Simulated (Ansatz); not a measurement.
# Co (hcp type): the cost of one run

Program: Ansatz 0.2.0. Level of theory: DFT, PBE, PAW with Ansatz's default frozen-core files, scalar-relativistic. These are calculated values, not measurements.

### 1 The starting structure

The structure is hexagonal, space group P6_3/mmc (No. 194). The conventional cell has a = 2.491 Å, b = 2.491 Å, c = 4.036 Å, α = 90.00°, β = 90.00°, γ = 120.00°. Co (site symmetry -6m2) is surrounded by 12 Co at 2.48 to 2.49 Å.

As a file:

```cif
data_structure
_symmetry_space_group_name_H-M 'P6_3/mmc'
_symmetry_Int_Tables_number 194
_cell_length_a 2.4911
_cell_length_b 2.4911
_cell_length_c 4.0356
_cell_angle_alpha 90.000
_cell_angle_beta 90.000
_cell_angle_gamma 120.000
_cell_volume 21.69
loop_
_atom_site_label
_atom_site_type_symbol
_atom_site_symmetry_multiplicity
_atom_site_Wyckoff_symbol
_atom_site_fract_x
_atom_site_fract_y
_atom_site_fract_z
_atom_site_occupancy
Co1 Co 2 c 0.33333 0.66667 0.25000 1
```

The file gives the conventional cell by its symmetry; the runs use the cell typed in the input.

Atoms are numbered in the order of the input: Co1, Co2.

### 2 Bulk cell relaxed, PAW

The input, input.yaml:

```yaml
crystal:
  lattice:
    - [2.4911007134, 0.0, 0.0]
    - [-1.2455503567, 2.1573565012, 0.0]
    - [0.0, 0.0, 4.0355831558]
  atoms:
    - { symbol: Co, position: [0.3333333333, 0.6666666667, 0.25], spin: 1.7 }
    - { symbol: Co, position: [0.6666666667, 0.3333333333, 0.75], spin: 1.7 }
magnetization:
  spin_polarized: true
kpoints:
  mp_grid: { grid: [20, 20, 11] }
scf:
  occupations: { method: fermi_dirac, width: 0.1 }
hamiltonian:
  xc: pbe
  pseudopotentials: { kind: paw }
output:
  forces: true
  stress: true
relax:
  f_tol: 0.005
  max_steps: 40
  cell: {}
```

Command:

```sh
$ ansatz run input.yaml --threads 2 --pin off --max-ram 6144MiB --backend cpu --events-out ev --progress --plain --runs-dir out
```

Q: Estimate wall time and peak memory on 2 threads of Intel Xeon Platinum 8375C at 2.90GHz (Ice Lake), shared host.

About 32 s, with a peak of 0.52 GiB.
